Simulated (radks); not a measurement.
# The Coulomb parameter U of the 4f shell of Pr

An exercise on one series of results from a longer session: the logs are not shown, and one member is left open.

The numbers are computed with radks (a radial shooting solver on a logarithmic mesh, Libxc functionals) version 1 (scalar-relativistic Kohn-Sham, PBE, spin-unpolarised, spherical densities, finite nucleus), except any that are marked as measured or tabulated.

## Starting point

| Property | Result |
| --- | --- |
| element | praseodymium (Z = 59) |
| charge | 0 |
| electrons | 59 |
| configuration | [Xe] 4f1.5 5d1.5 6s2 |
| nuclear rms radius | 4.8919 fm |

Set-up of the first run:

Input:

```text
Z 59
configuration [Xe] 4f1.5 5d1.5 6s2
relativity scalar-relativistic
functional pbe,pbe
spin unpolarised
nucleus finite rms 4.8919 fm
c 137.035999084
```

Among the steps run: Start: [Xe] 4f1.5 5d1.5 6s2.

One of the session's tables, all rows but one given; the rest of the session is left out.

It belongs to the step «Start: [Xe] 4f1.5 5d1.5 6s2». From the orbitals of this run (lengths in bohr):

```
level     <r>  outermost maximum (interpolated)  90 % within  nodes
   4s  0.6207                             0.578        0.891      3
   4p  0.6565                             0.603        0.954      2
   4d       ?                                 ?            ?      ?
   5s   1.467                              1.33         2.10      4
   5p   1.695                              1.49         2.47      3
   4f  0.9987                             0.670         1.70      0
   6s   4.188                              3.60         6.15      5
   5d   2.765                              2.05         4.41      2
```

**Question.** Estimate the row for 4d.

As computed: <r>: 0.7202; outermost maximum (interpolated): 0.633; 90 % within: 1.08; nodes: 1. In the column «<r>» it lies between 4p (0.6565) and 4f (0.9987).
